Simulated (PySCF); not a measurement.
# CH7AlAsN: the cost of one run

Programs: PySCF 2.14.0, with density-fitted response routines of our own. Each step states its level of theory. These are calculated values for one molecule in the gas phase, unless marked as measured. Atoms count from 0, in the outputs and in this text.

## 1. The molecule as given

11 atoms, charge 0, multiplicity 1; geometry from: GFN2-xTB. The atoms were then displaced at random by about 0.01 Å, so the start is not that level's minimum.

Bonds of the start (Å): C0–N1 1.26, N1–Al2 1.78, Al2–As3 2.58, C0–H4 1.07, C0–H5 1.11, Al2–H6 1.56, Al2–H7 1.55, As3–H8 1.53, As3–H9 1.51, As3–H10 1.47.

## 2. Geometry optimisation at PBE0-D3(BJ)/def2-SVP

What the job is given:

```
{"job": {"xc": "PBE0", "basis": "def2-SVP", "d3": "d3bj", "grid": 1, "shake": 0.01, "kind": "geom"}, "charge": 0, "multiplicity": 1}
C      2.075750    -0.649920    -1.223470
N      1.360360    -0.273610    -0.251000
Al     0.478580     0.254690     1.204990
As    -1.870870    -0.137700     0.212890
H      2.319300    -1.677310    -1.422000
H      2.429720     0.091170    -1.973090
H      0.208150     1.776460     1.400440
H      0.389190    -0.652240     2.456990
H     -3.131500    -0.516100    -0.559060
H     -2.685910     0.902310     0.950330
H     -1.534660     0.856420    -0.812680
```

On the command line:

```sh
> OMP_NUM_THREADS=1 python probes_run.py task.json out
```

One launch serves the whole session: the jobs run in the order shown.

**Question.** How long does this first job take on 1 thread of Arm Neoverse V2, shared host, and how much memory does it need?

About 97 s, with a peak of 0.47 GiB.
